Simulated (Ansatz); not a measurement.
# Cd2Te: the cost of one run

Program: Ansatz 0.2.0. Level of theory: DFT PBE, scalar-relativistic, plane waves, PAW, unless a step names another level. These are calculated values, not measurements.

9 further runs of the same task are left out: 1 that didn't finish, 8 set aside as unsound or not needed.

### 1 Plan

Pauling electronegativities: Cd 1.69, Te 2.10 (spread 0.41). No set of common oxidation states balances it. Tabulated atomic sizes suggest about 26 Å³/atom. 31 candidates were drawn, by swapping species into database cells of other compounds, at random by space group and Wyckoff sites, or by hand, as the table says:

```csv
name,made from,space group no.,Wyckoff sites,atoms (primitive cell),V (Å³/atom)
c01,database cell of Na2Se,225,Cd 8c; Te 4a,3,30.7
c02,built by hand: PbO-type CdTe layers with Cd square nets,129,"Cd 2a, 2b; Te 2c",6,26.2
c03,built by hand: antifluorite,225,Cd 8c; Te 4a,3,26.2
c04,random,183,"Cd 3c, 1a; Te 2b",6,30.7
c05,random,123,"Cd 1a, 1c; Te 1d",3,30.9
c06,built by hand: anti-CdCl2 (Ca2N),166,Cd 6c; Te 3a,3,26.2
c07,database cell of Gd2C,166,Cd 6c; Te 3b,3,28.6
c08,database cell of P2Os,58,Cd 4g; Te 2a,6,22.3
c09,random,69,Cd 8d; Te 4a,3,31.9
c10,database cell of SnSe2,164,Cd 2d; Te 1a,3,25.1
c11,built by hand: Cu2Sb,129,"Cd 2a, 2c; Te 2c",6,26.2
c12,built by hand: Co2Si (anti-PbCl2),62,"Cd 4c, 4c; Te 4c",12,26.2
c13,random,137,Cd 4d; Te 2a,6,26.4
c14,database cell of TaS2,160,"Cd 3a, 3a; Te 3a",3,26.3
c15,random,131,"Cd 2f, 2d; Te 2b",6,33.3
c16,database cell of MgIn2,155,"Cd 9e, 3a; Te 6c",6,29.6
c17,database cell of HoAg2,139,Cd 4e; Te 2a,3,26.2
c18,database cell of Ta2Si,140,Cd 8h; Te 4a,6,27.2
c19,database cell of Tb2In,194,"Cd 2d, 2a; Te 2c",6,29.6
c20,random,139,Cd 4c; Te 2b,3,32.0
c21,random,123,Cd 2h; Te 1a,3,30.3
c22,random,134,Cd 4e; Te 2a,6,30.3
c23,built by hand: Zr2Cu (MoSi2 family),139,Cd 4e; Te 2a,3,26.2
c24,random,191,Cd 2e; Te 1b,3,33.4
c25,random,166,"Cd 9d, 3b; Te 6c",6,30.2
c26,random,191,"Cd 1a, 2d, 1b; Te 2c",6,30.9
c27,random,139,Cd 4d; Te 2b,3,29.0
c28,database cell of Cr2As,129,"Cd 2c, 2a; Te 2c",6,23.4
c29,database cell of NbS2,166,Cd 6c; Te 3a,3,24.7
c30,random,160,"Cd 9b, 3a; Te 3a, 3a",6,32.5
c31,random,191,Cd 2e; Te 1a,3,26.8
```

### 2 Screening run of c10

input.yaml reads:

```yaml
crystal:
  lattice:
    - [3.78042565, 0.0, 0.0]
    - [-1.89021283, 3.27394465, 0.0]
    - [0.0, 0.0, 6.08776712]
  atoms:
    - { symbol: Cd, position: [0.33333333, 0.66666667, 0.25] }
    - { symbol: Cd, position: [0.66666667, 0.33333333, 0.75] }
    - { symbol: Te, position: [0.0, 0.0, 0.0] }
basis:
  ecutwfc: 420
kpoints:
  mp_grid: { grid: [6, 6, 3] }
hamiltonian:
  xc: pbe
scf:
  occupations: { method: gaussian, width: 0.2 }
  lower_state_search: "off"
output:
  forces: true
  stress: true
  eigenvalues: true
relax:
  adjacent_minimum: "off"
  f_tol: 0.08
  max_steps: 16
  cell: { stress_tol: 0.8 }
```

The run is started by

```console
ansatz run input.yaml --threads 1 --pin off --max-ram 2560MiB --backend cpu --events-out ev --progress --plain --runs-dir out
```

What time and memory should one allow on 1 thread of Intel Xeon at 2.70GHz, shared host?

About 17 s, with a peak of 0.41 GiB.
